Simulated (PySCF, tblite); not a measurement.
# CH10GeO3Si2, a small molecule taken as a stand-in for a surface group: NMR shifts, core binding energies and electronic excitations

Aim: the NMR shifts, core binding energies and electronic excitations of `[CH3][Ge]([OH])([O][SiH3])[O][SiH3]`.

Computed with tblite 0.8.0 and PySCF 2.14.0; each step states its level. No surroundings beyond the atoms listed, unless a continuum is named. Atoms count from 0, parts from 1.

## (1) The system as given

17 atoms, charge 0, multiplicity 1; geometry: distance geometry start.

## (2) Geometry optimisation with GFN2-xTB

What the job is given:

```
{"job": {"kind": "relax", "xc": "GFN2-xTB", "basis": "xTB"}, "charge": 0, "multiplicity": 1}
Ge     0.092859    -0.170150     0.171407
C     -0.682355    -1.409139    -1.069520
O      1.429512    -0.924559     1.130129
Si     2.836082     0.018637     0.807680
O     -1.097174     0.448536     1.341563
Si    -2.573445     0.933836     0.629365
O      0.731546     1.194673    -0.779723
H     -1.282015    -2.193737    -0.605063
H     -1.251779    -0.862205    -1.872454
H      0.191728    -1.879558    -1.594394
H      4.043803    -0.590348     1.352686
H      3.064803     0.126305    -0.651892
H      2.689350     1.385008     1.327896
H     -2.793277     0.283878    -0.658377
H     -3.654705     0.486730     1.569560
H     -2.675154     2.384705     0.576716
H      0.927931     0.793744    -1.677696
```

Level: GFN2-xTB geometry optimisation, gas phase.

Command:

```sh
> OMP_NUM_THREADS=1 python cluster_run.py task.json out
```

One launch serves the whole session: the jobs run in the order shown.

The program printed:

```text
step      E/eV     max force
  0    -679.52625    2.317
  1    -679.79787    1.618
  2    -679.91724    0.780
  3    -679.98064    0.873
  4    -680.07753    0.589
  5    -680.12282    0.529
  6    -680.17400    0.578
  7    -680.22115    0.564
  8    -680.26203    0.412
  9    -680.29541    0.469
 10    -680.33022    0.535
 11    -680.37222    0.534
 12    -680.42227    0.556
 13    -680.46937    0.464
 14    -680.50060    0.361
 15    -680.52458    0.386
 16    -680.55224    0.436
 17    -680.57238    0.353
 18    -680.58796    0.296
 19    -680.59860    0.666
 20    -680.61304    0.353
 21    -680.62509    0.244
 22    -680.64406    0.281
 23    -680.65066    0.250
 24    -680.66684    0.247
 25    -680.67292    0.161
 26    -680.67682    0.158
 27    -680.68050    0.145
 28    -680.68600    0.190
 29    -680.69476    0.224
 30    -680.69804    0.141
 31    -680.70031    0.101
 32    -680.70234    0.131
 33    -680.70557    0.213
 34    -680.71006    0.297
 35    -680.71521    0.280
 36    -680.72089    0.196
 37    -680.72514    0.247
 38    -680.73048    0.212
 39    -680.73441    0.206
 40    -680.73819    0.213
 41    -680.74111    0.116
 42    -680.74289    0.350
 43    -680.74550    0.120
 44    -680.74752    0.092
 45    -680.75015    0.109
 46    -680.75157    0.122
 47    -680.75372    0.124
 48    -680.75610    0.185
 49    -680.75809    0.157
 50    -680.76093    0.112
 51    -680.76393    0.128
 52    -680.76773    0.172
 53    -680.77249    0.267
 54    -680.77624    0.183
 55    -680.77787    0.471
 56    -680.78077    0.129
 57    -680.78272    0.108
 58    -680.78741    0.223
 59    -680.78889    0.146
 60    -680.79237    0.144
 61    -680.79572    0.127
 62    -680.79762    0.370
 63    -680.80085    0.139
 64    -680.80228    0.103
 65    -680.80450    0.148
 66    -680.80560    0.130
 67    -680.80789    0.134
 68    -680.80923    0.084
 69    -680.81035    0.117
 70    -680.81136    0.085
 71    -680.81244    0.117
 72    -680.81364    0.081
 73    -680.81453    0.065
 74    -680.81498    0.052
 75    -680.81546    0.067
 76    -680.81593    0.074
 77    -680.81633    0.097
 78    -680.81670    0.048
 79    -680.81699    0.042
 80    -680.81732    0.054
 81    -680.81758    0.053
 82    -680.81796    0.045
 83    -680.81826    0.053
 84    -680.81854    0.058
 85    -680.81882    0.058
 86    -680.81912    0.046
 87    -680.81938    0.046
 88    -680.81957    0.026
 89    -680.81968    0.082
 90    -680.81980    0.031
 91    -680.81991    0.025
 92    -680.82012    0.032
 93    -680.82020    0.022
 94    -680.82031    0.020
 95    -680.82036    0.025
 96    -680.82041    0.016
 97    -680.82048    0.017
 98    -680.82057    0.023
 99    -680.82064    0.031
100    -680.82071    0.033
101    -680.82078    0.030
102    -680.82088    0.028
103    -680.82103    0.028
104    -680.82122    0.030
105    -680.82145    0.036
106    -680.82170    0.074
107    -680.82093    0.263
108    -680.82219    0.090
109    -680.82111    0.191
110    -680.82303    0.053
111    -680.82352    0.108
112    -680.82463    0.071
113    -680.83097    0.306
114    -680.83629    0.257
115    -680.83789    0.275
116    -680.84059    0.541
117    -680.84572    0.132
118    -680.84852    0.106
119    -680.85113    0.167
120    -680.85285    0.110
121    -680.85567    0.100
122    -680.85916    0.090
123    -680.86132    0.087
124    -680.86211    0.073
125    -680.86281    0.105
126    -680.86337    0.090
127    -680.86384    0.080
128    -680.86416    0.081
129    -680.86463    0.084
130    -680.86528    0.094
131    -680.86594    0.082
132    -680.86665    0.078
133    -680.86737    0.070
134    -680.86825    0.076
135    -680.86929    0.071
136    -680.87036    0.075
137    -680.87124    0.088
138    -680.87193    0.090
139    -680.87255    0.081
140    -680.87329    0.078
141    -680.87406    0.122
142    -680.87502    0.080
143    -680.87579    0.080
144    -680.87634    0.057
145    -680.87656    0.068
146    -680.87690    0.038
147    -680.87707    0.054
148    -680.87728    0.037
149    -680.87745    0.033
150    -680.87760    0.025
151    -680.87768    0.020
152    -680.87773    0.018
153    -680.87779    0.025
154    -680.87788    0.030
155    -680.87800    0.028
156    -680.87813    0.028
157    -680.87826    0.032
158    -680.87842    0.031
159    -680.87861    0.031
160    -680.87884    0.036
161    -680.87906    0.038
162    -680.87927    0.030
163    -680.87946    0.035
164    -680.87970    0.040
165    -680.87998    0.042
166    -680.88027    0.046
167    -680.88053    0.038
168    -680.88077    0.041
169    -680.88103    0.049
170    -680.88146    0.061
171    -680.88193    0.063
172    -680.88247    0.059
173    -680.88296    0.068
174    -680.88331    0.094
175    -680.88373    0.057
176    -680.88408    0.042
177    -680.88448    0.046
178    -680.88489    0.058
179    -680.88574    0.078
180    -680.88685    0.093
181    -680.88701    0.177
182    -680.88900    0.076
183    -680.88988    0.062
184    -680.89151    0.119
185    -680.89204    0.089
186    -680.89313    0.066
187    -680.89372    0.043
188    -680.89404    0.046
189    -680.89428    0.051
190    -680.89457    0.043
191    -680.89501    0.043
192    -680.89533    0.040
193    -680.89558    0.037
194    -680.89582    0.030
195    -680.89608    0.038
196    -680.89640    0.050
197    -680.89691    0.074
198    -680.89785    0.085
199    -680.89944    0.103
200    -680.90174    0.152
201    -680.90174    0.152
202    -680.91570    0.163
203    -680.92142    0.407
204    -680.92177    0.256
205    -680.92556    0.172
206    -680.92742    0.279
207    -680.93170    0.207
208    -680.93379    0.120
209    -680.93585    0.161
210    -680.93285    0.394
211    -680.93868    0.078
212    -680.93863    0.158
213    -680.94020    0.075
214    -680.93947    0.107
215    -680.94064    0.114
216    -680.93741    0.210
217    -680.94128    0.061
218    -680.94081    0.100
219    -680.94141    0.084
220    -680.94052    0.159
221    -680.94173    0.013
222    -680.94176    0.029
223    -680.94183    0.017
224    -680.94188    0.011
225    -680.94190    0.008
```

Run time: 5.7 s. Hardware: 1 thread of Intel Xeon 6975P-C, shared host.

The steps of the relaxation:

```csv
step,energy from step 0 (eV),largest force (eV/Å)
0,0.0000,2.3165
9,-0.7692,0.4685
18,-1.0617,0.2958
27,-1.1543,0.1443
36,-1.1946,0.1965
45,-1.2239,0.1087
54,-1.2500,0.1831
63,-1.2746,0.1389
72,-1.2874,0.0810
81,-1.2913,0.0528
90,-1.2935,0.0311
99,-1.2944,0.0310
108,-1.2959,0.0905
117,-1.3195,0.1317
126,-1.3371,0.0902
135,-1.3430,0.0709
144,-1.3501,0.0572
153,-1.3515,0.0249
162,-1.3530,0.0301
171,-1.3557,0.0625
180,-1.3606,0.0930
189,-1.3680,0.0514
198,-1.3716,0.0855
207,-1.4054,0.2078
216,-1.4112,0.2102
225,-1.4157,0.0077
```

Distances of close pairs at the start and the end, largest changes first:

```csv
bond,before (Å),after (Å),change (Å)
O2–Si3,1.724,1.622,-0.102
O4–Si5,1.709,1.621,-0.089
Ge0–O2,1.810,1.738,-0.071
Ge0–O6,1.782,1.730,-0.052
O6–H16,1.003,0.956,-0.046
Ge0–O4,1.780,1.737,-0.043
Ge0–C1,1.917,1.958,+0.041
C1–H8,1.126,1.086,-0.040
```

## (3) Optimising the geometry at PBE0-D3(BJ)/def2-SVP

What the job is given:

```
{"job": {"xc": "PBE0", "basis": "def2-SVP", "d3": "d3bj", "grid": 2, "kind": "geom", "shake": 0.01}, "charge": 0, "multiplicity": 1}
Ge    -0.086367    -0.142500    -1.036361
C     -0.447820    -1.882888    -1.829051
O      1.378198    -0.022513    -0.185189
Si     2.170127     0.147135     1.254332
O     -1.362995     0.329697     0.062790
Si    -1.746663     1.011098     1.496288
O     -0.033495     1.079561    -2.286107
H     -0.551277    -2.624011    -1.057361
H     -1.347074    -1.826589    -2.408206
H      0.390318    -2.157332    -2.452995
H      1.756735    -0.976689     2.137275
H      3.549973     0.108361     0.874363
H      1.729352     1.429559     1.865708
H     -3.218959     0.946790     1.478491
H     -1.163578     0.200709     2.582726
H     -1.246444     2.399901     1.567128
H      0.220455     1.979512    -2.043742
```

The program printed:

```text
step   0  E = -2924.48670321  max force = 0.027757
step   1  E = -2924.49598645  max force = 0.015140
step   2  E = -2924.49728583  max force = 0.006131
step   3  E = -2924.49748905  max force = 0.001568
step   4  E = -2924.49753481  max force = 0.001346
step   5  E = -2924.49756142  max force = 0.000839
step   6  E = -2924.49757797  max force = 0.000704
step   7  E = -2924.49761390  max force = 0.001037
step   8  E = -2924.49767877  max force = 0.001988
step   9  E = -2924.49787083  max force = 0.004643
step  10  E = -2924.49799700  max force = 0.004641
step  11  E = -2924.49841053  max force = 0.002070
step  12  E = -2924.49856104  max force = 0.000986
step  13  E = -2924.49866454  max force = 0.001044
step  14  E = -2924.49869504  max force = 0.000926
step  15  E = -2924.49873036  max force = 0.000648
step  16  E = -2924.49883345  max force = 0.001329
step  17  E = -2924.49889081  max force = 0.001508
step  18  E = -2924.49895371  max force = 0.001018
step  19  E = -2924.49901971  max force = 0.000970
step  20  E = -2924.49907639  max force = 0.001596
step  21  E = -2924.49915792  max force = 0.002565
step  22  E = -2924.49927340  max force = 0.002042
step  23  E = -2924.49944367  max force = 0.001209
step  24  E = -2924.49946812  max force = 0.001636
step  25  E = -2924.49951235  max force = 0.001546
step  26  E = -2924.49955081  max force = 0.001025
step  27  E = -2924.49957168  max force = 0.000596
step  28  E = -2924.49955673  max force = 0.000700
step  29  E = -2924.49960021  max force = 0.000687
step  30  E = -2924.49960821  max force = 0.000483
step  31  E = -2924.49962411  max force = 0.000332
step  32  E = -2924.49962986  max force = 0.000346
optimisation converged
```

Wall time 9.1 min (1 thread of Intel Xeon 6975P-C, shared host); peak memory 1 GiB.

Along the way:

```csv
step,energy from step 0 (eV),largest force component (eV/Å)
0,0.0000,1.4273
1,-0.2526,0.7785
2,-0.2880,0.3153
3,-0.2935,0.0806
4,-0.2947,0.0692
5,-0.2955,0.0431
6,-0.2959,0.0362
7,-0.2969,0.0533
8,-0.2987,0.1022
9,-0.3039,0.2388
10,-0.3073,0.2386
11,-0.3186,0.1064
12,-0.3227,0.0507
13,-0.3255,0.0537
14,-0.3263,0.0476
15,-0.3273,0.0333
16,-0.3301,0.0683
17,-0.3316,0.0775
18,-0.3334,0.0523
19,-0.3351,0.0499
20,-0.3367,0.0821
21,-0.3389,0.1319
22,-0.3421,0.1050
23,-0.3467,0.0622
24,-0.3474,0.0841
25,-0.3486,0.0795
26,-0.3496,0.0527
27,-0.3502,0.0306
28,-0.3498,0.0360
29,-0.3509,0.0353
30,-0.3512,0.0248
31,-0.3516,0.0171
32,-0.3518,0.0178
```

Close pairs (by a distance rule), those that changed most:

```csv
bond,before (Å),after (Å),change (Å)
Ge0–O2,1.698,1.766,+0.068
Si3–H11,1.432,1.491,+0.059
Ge0–C1,1.946,1.913,-0.033
O4–Si5,1.633,1.663,+0.030
C1–H8,1.071,1.098,+0.027
C1–H7,1.075,1.098,+0.023
Ge0–O4,1.750,1.771,+0.021
Si5–H13,1.474,1.494,+0.020
```

The final coordinates are the input of the step that follows.

```csv
at the end point,value
point group (found at 0.08 Å tolerance),C1
"rotational constants (GHz, main isotopes)","1.317, 1.110, 0.751"
dipole moment (D),0.70
```

## (4) Nuclear shieldings: PBE0/pcSseg-1

What the job is given:

```
{"job": {"kind": "nmr", "xc": "PBE0", "basis": "pcSseg-1"}, "charge": 0, "multiplicity": 1}
Ge    -0.051532    -0.485602    -0.747733
C     -0.426025    -2.207863    -1.492663
O      1.583347    -0.339730    -0.095130
Si     2.131069    -0.155499     1.467052
O     -1.112712    -0.138374     0.626544
Si    -2.002571     1.199646     1.056227
O     -0.253189     0.788374    -1.949742
H     -0.464138    -2.955179    -0.688752
H     -1.393986    -2.180823    -2.011165
H      0.362036    -2.479885    -2.207692
H      1.714516    -1.306290     2.324634
H      3.619548    -0.095820     1.412074
H      1.614998     1.109116     2.075896
H     -3.236825     1.314497     0.222470
H     -2.387974     1.048675     2.488035
H     -1.199796     2.452681     0.895286
H      0.324103     1.542989    -1.787315
```

Level: GIAO PBE0/pcSseg-1 NMR shielding, non-relativistic, gas phase.

The program printed:

```text
coarse grid: 65680 points
cycle   1  E = -2924.5538471724  dE = -1.569e-01  |g| = 1.531e+00  |ddm| = 3.871e+00
cycle   2  E = -2924.0674656822  dE =  4.864e-01  |g| = 2.233e+00  |ddm| = 2.273e+00
cycle   3  E = -2924.8624258875  dE = -7.950e-01  |g| = 2.233e-01  |ddm| = 1.600e+00
cycle   4  E = -2924.8700887629  dE = -7.663e-03  |g| = 9.931e-02  |ddm| = 2.090e-01
cycle   5  E = -2924.8715393682  dE = -1.451e-03  |g| = 2.576e-02  |ddm| = 7.319e-02
cycle   6  E = -2924.8716463800  dE = -1.070e-04  |g| = 5.873e-03  |ddm| = 1.833e-02
cycle   7  E = -2924.8716523451  dE = -5.965e-06  |g| = 9.021e-04  |ddm| = 4.677e-03
final grid: 135448 points
cycle   8  E = -2924.8716757409  dE = -2.719e-08  |g| = 9.816e-04  |ddm| = 2.212e-03
cycle   9  E = -2924.8716755624  dE =  1.785e-07  |g| = 1.364e-03  |ddm| = 1.682e-03
cycle  10  E = -2924.8716759460  dE = -3.836e-07  |g| = 1.838e-04  |ddm| = 9.730e-04
cycle  11  E = -2924.8716759518  dE = -5.821e-09  |g| = 3.592e-05  |ddm| = 1.352e-04
cycle  12  E = -2924.8716759520  dE = -2.456e-10  |g| = 6.344e-06  |ddm| = 2.845e-05
converged SCF energy = -2924.8716759520

GIAO shielding tensors (ppm)
atom      isotropic    diamagn.    paramagn.     s11        s22        s33       span
  0 Ge    1294.827    2758.969   -1464.142   1220.240   1247.097   1417.144    196.904
  1 C      187.182     254.514     -67.332    181.221    183.934    196.391     15.171
  2 O      285.683     405.615    -119.932    253.581    275.171    328.297     74.717
  3 Si     387.820     879.624    -491.804    343.578    352.540    467.343    123.765
  4 O      281.685     406.204    -124.519    243.007    278.940    323.108     80.101
  5 Si     388.714     879.652    -490.937    342.569    355.682    467.892    125.323
  6 O      274.514     396.328    -121.814    238.323    275.407    309.810     71.487
  7 H       30.703      30.101       0.602     25.388     28.281     38.440     13.053
  8 H       30.591      28.734       1.857     25.191     27.880     38.702     13.510
  9 H       30.717      28.309       2.408     25.386     27.666     39.100     13.714
 10 H       26.264      29.715      -3.451     22.761     24.473     31.558      8.798
 11 H       26.347      28.491      -2.144     22.884     24.140     32.016      9.132
 12 H       26.229      30.737      -4.508     22.324     25.333     31.031      8.706
 13 H       26.196      28.769      -2.573     22.478     24.240     31.870      9.392
 14 H       26.315      29.035      -2.719     22.932     24.220     31.794      8.862
 15 H       26.200      30.561      -4.361     22.583     24.821     31.196      8.613
 16 H       29.805      34.394      -4.589     21.713     24.491     43.211     21.498
```

It took 39 s on 1 thread of Intel Xeon 6975P-C, shared host; peak memory 1.1 GiB.

The references, computed at this level on geometries of the same kind, shield at (ppm): ¹H TMS 31.27, ¹³C TMS 184.4, ²⁹Si TMS 352.0, ¹⁷O H2O 334.6, ⁷³Ge GeMe4 1330. Their shielding less the atom's gives the shift. The references are single molecules in the gas phase, so shifts against H2O, NH3, PH3, H3PO4 or CFCl3 are not on the usual liquid scales and can be off by tens of ppm.

```csv
atoms,environment,σ (ppm),δ (ppm)
C1,"carbon bonded to Ge, 3 H",187.2,-2.8
H13,hydrogen on a silicon bonded to O,26.20,5.07
H15,hydrogen on a silicon bonded to O,26.20,5.07
H12,hydrogen on a silicon bonded to O,26.23,5.04
H10,hydrogen on a silicon bonded to O,26.26,5.00
H14,hydrogen on a silicon bonded to O,26.32,4.95
H11,hydrogen on a silicon bonded to O,26.35,4.92
H16,hydrogen on an oxygen bonded to Ge,29.81,1.46
H8,hydrogen on a carbon bonded to Ge,30.59,0.68
H7,hydrogen on a carbon bonded to Ge,30.70,0.56
H9,hydrogen on a carbon bonded to Ge,30.72,0.55
Ge0,"germanium bonded to C, 3 O",1295,35
O6,"oxygen bonded to Ge, H",274.5,60.0
O4,"oxygen bonded to Ge, Si",281.7,52.9
O2,"oxygen bonded to Ge, Si",285.7,48.9
Si3,"silicon bonded to O, 3 H",387.8,-35.8
Si5,"silicon bonded to O, 3 H",388.7,-36.7
```

Charges from the same density, by scheme (e):

```csv
atoms,Mulliken,IAO,Hirshfeld,ESP fit
Ge0,1.50,1.46,0.61,1.34
C1,-0.57,-0.71,-0.18,-0.77
O2,-0.85,-0.85,-0.34,-0.67
Si3,0.70,0.84,0.36,0.63
O4,-0.86,-0.86,-0.33,-0.63
Si5,0.70,0.84,0.36,0.56
O6,-0.64,-0.76,-0.33,-0.78
```

Mayer bond orders: Ge0–C1 1.03, Ge0–O2 0.76, O2–Si3 0.92, Ge0–O4 0.72, O4–Si5 0.92, Ge0–O6 0.89.

Orbitals, density, ELF and potential are computed afterwards from the orbital file.

Frontier orbitals at PBE0/pcSseg-1, with the share of their density that lies nearest to each atom:

```csv
orbital,energy (eV),lies on
HOMO,-8.58,O4 28 %; O2 18 %; H13 13 %
LUMO,-0.23,"O2, O4 about 10 % each; H12, H16 about 7 % each; Ge0 7 %"
```

ELF in a plane through or near 5 of the atoms.

Values, 10 rows by 14 columns:
```
0.00 0.00 0.00 0.00 0.00 0.00 0.00 0.00 0.00 0.00 0.00 0.00 0.00 0.00
0.00 0.00 0.00 0.00 0.00 0.01 0.67 0.90 0.24 0.00 0.00 0.00 0.00 0.00
0.00 0.00 0.00 0.01 0.16 0.15 0.98 1.00 0.92 0.02 0.00 0.00 0.00 0.00
0.00 0.00 0.00 0.62 1.00 1.00 0.26 0.09 0.43 0.17 0.00 0.00 0.00 0.00
0.00 0.00 0.00 0.00 0.12 0.18 0.19 0.77 0.82 0.24 0.01 0.02 0.00 0.00
0.00 0.00 0.16 0.96 0.94 0.19 0.39 0.28 0.74 0.70 0.93 1.00 0.38 0.00
0.00 0.00 0.04 0.60 0.29 0.16 0.12 0.08 0.12 0.39 0.54 0.10 0.01 0.00
0.00 0.00 0.00 0.36 1.00 1.00 0.26 0.00 0.00 0.04 0.11 0.00 0.00 0.00
0.00 0.00 0.00 0.00 0.17 0.14 0.00 0.00 0.00 0.00 0.00 0.00 0.00 0.00
0.00 0.00 0.00 0.00 0.00 0.00 0.00 0.00 0.00 0.00 0.00 0.00 0.00 0.00
```
The map spans 11.7 Å across and 13.0 Å up, centred on the molecule. Atoms in the plane (x, y in Å): Ge0 (0.8, -0.3), O2 (0.7, 1.4), H9 (3.3, -0.5), H11 (0.0, 3.9), H12 (-1.8, 2.3).

log10 of the density (e/Å³) in the same plane.

Ten even steps from ' ' (-4.0) to '@' (2.2):
```
                                                        
                      ....::::....                      
                  ....::--------::....                  
              ....::--====++++==--::..                  
            ..::----==++++****++==--::..                
          ..::--==++++++******++==--::..                
          ..--==++************++++==--::..              
          ..::--==++++++++****####++==--::..            
        ....::------====++****####++==--::::::..        
      ..::::----------====++++****++++========--::..    
    ..::--==++++++++++++++++##@@@@**++++****++==--..    
    ..::--==++****++++++++++++****++++++++++++==::..    
      ..::==++++++++++==============++++++==----::..    
      ..::--====++++++==------------======--::::..      
        ..::--==++++++==--::........::::::::..          
        ....::--======--::....        ..                
            ..::::::::....                              
                                                        
                                                        
                                                        
```
The map spans 11.7 Å across and 13.0 Å up, centred on the molecule. Atoms in the plane (x, y in Å): Ge0 (0.8, -0.3), O2 (0.7, 1.4), H9 (3.3, -0.5), H11 (0.0, 3.9), H12 (-1.8, 2.3).

On the surface of density 0.002 e/bohr³ the electrostatic potential runs, from the 1st to the 99th percentile, from -1.29 V near O6 to 2.00 V near H16.

(Part 1 of 2 ends here.)
